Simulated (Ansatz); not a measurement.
**GeS (SMILES [S+]#[Ge-]) at BCCD(T)/aug-cc-pVTZ**

What is the electronic atomisation energy of GeS at BCCD(T)/aug-cc-pVTZ? 

The results are computed with Ansatz 0.2.0.

30 further runs of the same task are left out: 30 set aside as unsound or not needed.

### 1 The molecule

The species is GeS (2 atoms), meant as a singlet with charge 0. As SMILES, `[S+]#[Ge-]`. Geometry: the measured bond length.

Bond lengths: S1–Ge2 2.012 Å.

### 2 The energy at BCCD(T)/aug-cc-pVTZ

File molecule.yaml:

```yaml
basis:
  gaussian: {orbitals: aug-cc-pVTZ}
crystal:
  periodic: [false, false, false]
  atoms:
    - {symbol: S, position_ang: [0.000000, 0.000000, 0.000000]}
    - {symbol: Ge, position_ang: [0.000000, 0.000000, 2.012086]}
total_charge: 0
correlation: {method: bccd_t, frozen_orbitals: {Ge: 9, S: 5}}
accuracy: high
scf: {omitted_lower_state_checks: [cluster_reference, increment]}
```

Run with:

```sh
$ ansatz run molecule.yaml --threads 1 --pin off --max-ram 3480MiB --events-out events.jsonl --progress --plain --runs-dir runs
```

The log of the run:

```text
Warning: RAYON_NUM_THREADS=1 ignored (pool sized by the plan → 1); use --threads N
Functional definition: HF
  name "HF"
  exchange = exact_x
  correlation = 0
these checks for a lower state are left out or cut short: cluster_reference, increment
1389 factors; integrals over basis functions are off by at most 4.7e-9 eV
mean field evaluation 1: about -67291.7805 eV, gradient 2.0e1 eV
mean field evaluation 2: about -67291.9448 eV, gradient 2.0e1 eV
mean field evaluation 4: about -67293.4524 eV, gradient 1.6e0 eV
mean field evaluation 8: about -67293.4722 eV, gradient 1.6e-1 eV
mean field evaluation 16: about -67293.4724 eV, gradient 6.8e-7 eV
mean field -67293.47240863 eV, -2472.9894978632 hartree, gradient 2.9e-8 eV, S^2 0.000000; 0 other end points of the search recorded, 0 dependent functions left out
14 core orbitals not correlated: weight in the atoms' cores, before any rotation towards them, 1.000 or more for the frozen orbitals, at most 0.000 for the correlated occupied ones
reference -67293.47240863 eV, -2472.9894978632 hartree; 10, 10 occupied and 85, 85 virtual orbitals, 1389 factors
second order -9.17049331 eV of doubles, -0.00000000 eV of singles
cycle   1  -9.15867990 eV  change    1.2e-2 eV  update   1.1e-1
cycle   2  -9.45150958 eV  change   -2.9e-1 eV  update   4.3e-2
cycle   3  -9.54900773 eV  change   -9.7e-2 eV  update   2.5e-2
cycle   4  -9.53531585 eV  change    1.4e-2 eV  update   8.4e-3
cycle   5  -9.52823662 eV  change    7.1e-3 eV  update   3.3e-3
cycle   6  -9.52812367 eV  change    1.1e-4 eV  update   1.1e-3
cycle   7  -9.52777558 eV  change    3.5e-4 eV  update   3.2e-4
cycle   8  -9.52766732 eV  change    1.1e-4 eV  update   8.5e-5
cycle   9  -9.52769310 eV  change   -2.6e-5 eV  update   2.7e-5
cycle  10  -9.52768706 eV  change    6.0e-6 eV  update   6.8e-6
cycle  11  -9.52768723 eV  change   -1.7e-7 eV  update   2.2e-6
cycle  12  -9.52768926 eV  change   -2.0e-6 eV  update   6.6e-7
cycle  13  -9.52768908 eV  change    1.8e-7 eV  update   2.4e-7
cycle  14  -9.52768943 eV  change   -3.6e-7 eV  update   1.2e-7
cycle  15  -9.52768937 eV  change    6.3e-8 eV  update   4.0e-8
cycle  16  -9.52768932 eV  change    4.8e-8 eV  update   1.0e-7
cycle  17  -9.52768933 eV  change   -4.7e-9 eV  update   2.9e-8
cycle  18  -9.52768931 eV  change    1.5e-8 eV  update   1.1e-8
cycle  19  -9.52768932 eV  change   -7.3e-9 eV  update   3.7e-9
cycle  20  -9.52768932 eV  change  -4.6e-10 eV  update   1.4e-9
perturbative correction -0.66442475 eV, -0.0244171591 hartree
Total energy: -67303.66452270 eV, -2473.3640511468 hartree
Checks for a lower state left out: cluster_reference, increment
```

It took 16 s on 1 thread of Arm Neoverse V1, shared host; peak memory 0.69 GiB.

### 3 The Ge atom at the same level

File run.yaml:

```yaml
crystal:
  periodic: [false, false, false]
  atoms:
    - {symbol: Ge, position_ang: [0.000000, 0.000000, 0.000000]}
basis:
  gaussian:
    orbitals: aug-cc-pVTZ
magnetization:
  spin_polarized: true
  initial_magnetization: 2
correlation:
  method: bccd_t
  frozen_orbitals: {Ge: 9}
accuracy: high
scf:
  omitted_lower_state_checks: [cluster_reference, increment]
```

Run the same way, it converges to -2075.50236 Eh (log not shown).

### 4 The S atom

File molecule.yaml:

```yaml
basis:
  gaussian:
    orbitals: aug-cc-pVTZ
crystal:
  periodic: [false, false, false]
  atoms:
    - symbol: S
      position_ang: [0.000000, 0.000000, 0.000000]
magnetization:
  spin_polarized: true
  initial_magnetization: 2
correlation:
  method: bccd_t
  frozen_orbitals: {S: 5}
accuracy: high
scf:
  omitted_lower_state_checks: [cluster_reference, increment]
```

Run the same way, it converges to -397.65615 Eh (log not shown).

### 5 Outcome

At BCCD(T)/aug-cc-pVTZ, 14 core orbitals frozen:

| quantity | value |
| --- | --- |
| molecule: total energy | -2473.36405 Eh |
| molecule: correlation energy (14 core orbitals frozen) | -374.6 mEh |
| molecule: (T) correction | -24.42 mEh |
| Ge atom: total energy | -2075.50236 Eh |
| Ge atom: correlation energy (9 core orbitals frozen) | -141.2 mEh |
| Ge atom: (T) correction | -6.91 mEh |
| Ge atom: ⟨S²⟩ of the reference determinant | 2.011 |
| S atom: total energy | -397.65615 Eh |
| S atom: correlation energy (5 core orbitals frozen) | -146.3 mEh |
| S atom: (T) correction | -5.09 mEh |
| S atom: ⟨S²⟩ of the reference determinant | 2.013 |
| electronic atomisation energy | 5.593 eV |

**Reading.** Taking the molecule apart into free atoms costs 5.59 eV (540 kJ/mol), before zero-point energy and without spin-orbit coupling. The triples (molecule) make up 6.5 % of the correlation energy. The triples (Ge atom) make up 4.9 % of the correlation energy. The triples (S atom) make up 3.5 % of the correlation energy.
